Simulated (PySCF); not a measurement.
**HgBr: changing the method**

What do other methods print for HgBr?

Method: method and basis as typed in the scripts; program: PySCF 2.14.0.

4 further runs of the same task are left out: 1 for a known fault of the program, 3 that didn't finish.

## Step 1: Starting geometry

HgBr: 2 atoms, charge 0, spin multiplicity 2.

Bond lengths: Hg1–Br2 2.432 Å.

## Step 2: Base script

input.py reads:

```python
from pyscf import gto, scf, mp

mol = gto.M(
    atom='Hg 0 0 0; Br 0 0 2.432',
    basis='crenbl',
    ecp={'Hg': 'crenbl', 'Br': 'crenbl'},
    charge=0,
    spin=1,
    symmetry=True,
    verbose=4,
)
mf = scf.UHF(mol)
mf.kernel()
mp.MP2(mf).kernel()
mf.dip_moment()
print('orbital energies (hartree):', [e[max(0, n-3):n+3].round(4) for e, n in zip(mf.mo_energy, mol.nelec)])
```

Started as:

```sh
> OMP_NUM_THREADS=1 python input.py
```

The log of this run is left out.

Base result: E(SCF) = -305.778176 Eh, 12 cycles, E(MP2) − E(SCF) = -0.48325 Eh, ⟨S²⟩ = 0.767, μ = 3.62 D (of the SCF density).

The bond length is a typed value, not an optimised one.

## Step 3: Gradient

Run 1 changes step after the SCF: mp2 → gradient.

input.py reads:

```python
from pyscf import gto, scf

mol = gto.M(
    atom='Hg 0 0 0; Br 0 0 2.432',
    basis='crenbl',
    ecp={'Hg': 'crenbl', 'Br': 'crenbl'},
    charge=0,
    spin=1,
    symmetry=True,
    verbose=4,
)
mf = scf.UHF(mol)
mf.kernel()
mf.nuc_grad_method().kernel()
mf.dip_moment()
print('orbital energies (hartree):', [e[max(0, n-3):n+3].round(4) for e, n in zip(mf.mo_energy, mol.nelec)])
```

Started as:

```sh
> OMP_NUM_THREADS=1 python input.py
```

## Step 4: TDHF

Run 2 changes step after the SCF: mp2 → tddft; number of roots: none → 3.

Edit input.py of step 2 so:

```diff
@@ -1,2 +1,2 @@
-from pyscf import gto, scf, mp
+from pyscf import gto, scf, tdscf
 
@@ -13,3 +13,6 @@
 mf.kernel()
-mp.MP2(mf).kernel()
+td = tdscf.TDHF(mf)
+td.nstates = 3
+td.kernel()
+td.analyze(verbose=3)
 mf.dip_moment()
```

## Step 5: Hse06 (UKS)

Run 3 changes functional: none (Hartree–Fock) → hse06; SCF type: UHF → UKS; step after the SCF: mp2 → analyze.

Edit input.py of step 2 so:

```diff
@@ -1,2 +1,2 @@
-from pyscf import gto, scf, mp
+from pyscf import gto, dft
 
@@ -11,5 +11,5 @@
 )
-mf = scf.UHF(mol)
+mf = dft.UKS(mol, xc='hse06')
 mf.kernel()
-mp.MP2(mf).kernel()
+mf.mulliken_pop()
 mf.dip_moment()
```

## Step 6: Stability test

Run 4 changes step after the SCF: mp2 → stability; point-group symmetry: on → off.

Edit input.py of step 2 so:

```diff
@@ -1,2 +1,2 @@
-from pyscf import gto, scf, mp
+from pyscf import gto, scf
 
@@ -8,3 +8,2 @@
     spin=1,
-    symmetry=True,
     verbose=4,
@@ -13,3 +12,3 @@
 mf.kernel()
-mp.MP2(mf).kernel()
+mf.stability(internal=True, external=True)
 mf.dip_moment()
```

What does the calculation give? Wanted: for each run, E(SCF); from base; gap, α spin; SCF dipole; after the SCF.

**Answer**, as computed:

| run | E(SCF) (hartree) | from base (eV) | cycles | gap, α spin (eV) | SCF dipole (D) | after the SCF |
| --- | --- | --- | --- | --- | --- | --- |
| base | -305.778176 | 0 | 12 | 12.54 | 3.62 | MP2 correlation -13.150 eV |
| gradient | -305.778176 | 0.0000 | 12 | 12.54 | 3.62 | n/a |
| TDHF | -305.778176 | 0.0000 | 12 | 12.54 | 3.62 | lowest root found 3.66 eV |
| hse06 (UKS) | -309.374033 | not comparable | 10 | 6.60 | 2.59 | n/a |
| stability test | -305.778176 | 0.0000 | 12 | 12.54 | 3.62 | stable |

**Reading.** A lower total energy from another functional means nothing by itself. The dearest run is “TDHF”, at 21 s against 1.7 s.
